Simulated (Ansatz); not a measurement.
# CH2GaN: small, medium and large basis sets

How large a basis does CH2GaN need? Two functionals are run in growing sets.

Program: Ansatz 0.2.0, Gaussian basis. Level of theory: one geometry, several basis sets. These are calculated values, not measurements.

The runs, in order: PBE0-D4/def2-SVP; ωB97M-V/def2-SVP; PBE0-D4/def2-QZVPP; ωB97M-V/def2-QZVPP; the functionals' def2-TZVPP values are taken from earlier runs.

## Step 1: The geometry

All runs share one geometry, relaxed beforehand with PBE0-D4 in a triple-zeta def2 set.

5 atoms, charge 0, spin multiplicity 1.

Atoms are counted from 1 here; the program's logs count them from 0.

Bond lengths: C1–N2 1.153 Å, C1–H4 1.070 Å, Ga3–H5 1.656 Å. Angles: N2–C1–H4 173.6°.

## Step 2: PBE0-D4 in def2-SVP

File in.yaml:

```yaml
crystal:
  periodic: [false, false, false]
  atoms:
    - {symbol: C, position_ang: [-0.271379, -1.078997, 0.443532]}
    - {symbol: N, position_ang: [0.557342, -0.530912, 1.028872]}
    - {symbol: Ga, position_ang: [-0.197278, 1.184506, -1.141366]}
    - {symbol: H, position_ang: [-1.028632, -1.676278, -0.020042]}
    - {symbol: H, position_ang: [0.989946, 2.027981, -0.352396]}
basis:
  gaussian: {orbitals: def2-SVP}
hamiltonian: {xc: pbe0, dispersion: d4}
output: {orbitals: {seedname: orbitals}}
```

On the command line:

```
> ansatz run in.yaml --threads 2 --pin off --events-out ev --progress --plain --max-ram 4352MiB
```

The runs that follow: ωB97M-V in def2-SVP; PBE0-D4 in def2-QZVPP; ωB97M-V in def2-QZVPP.

**Question.** What will the summary of the whole plan be? Wanted: PBE0-D4: double and triple zeta above quadruple; ωB97M-V: double and triple zeta above quadruple.

The runs gave:

| quantity | value |
| --- | --- |
| PBE0-D4: double and triple zeta above quadruple | 11.02, 1.32 eV |
| ωB97M-V: double and triple zeta above quadruple | 11.08, 1.28 eV |

For PBE0-D4 the step from double to triple zeta gains 9.70 eV and the next only 1.32 eV. These are total energies; as a rule much of such shifts cancels in differences, which this series doesn't test.
